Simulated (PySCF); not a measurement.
# ClGeH4P: the cost of one run

Computed with PySCF 2.14.0, with density-fitted response routines of our own, on a single molecule in the gas phase. Atoms are numbered from 0 throughout.

### 1 Starting geometry

7 atoms, charge 0, multiplicity 1; geometry from: GFN2-xTB. The atoms were then displaced at random by about 0.01 Å, so the start is not that level's minimum.

Bonds of the start (Å): P0–Ge1 2.34, Ge1–Cl2 2.13, P0–H3 1.41, P0–H4 1.40, Ge1–H5 1.51, Ge1–H6 1.51.

### 2 Optimising the geometry at PBE0-D3(BJ)/def2-SVP

The job: settings as JSON, then the geometry in Å.

```
{"job": {"xc": "PBE0", "basis": "def2-SVP", "d3": "d3bj", "grid": 1, "shake": 0.01, "kind": "geom"}, "charge": 0, "multiplicity": 1}
P      1.510610    -0.623420     0.301750
Ge    -0.777220    -0.208180     0.032200
Cl    -1.194200     1.745140    -0.697170
H      1.805540    -0.072510    -0.963530
H      1.678180     0.627330     0.903390
H     -1.439020    -1.147290    -0.953460
H     -1.549940    -0.350160     1.326890
```

Run with:

```
OMP_NUM_THREADS=1 python probes_run.py task.json out
```

The driver reads the jobs from task.json and runs them one after another.

Q: Estimate the wall time and peak memory of this first job on 1 thread of Arm Neoverse V2, shared host.

About 16 s, with a peak of 0.36 GiB.
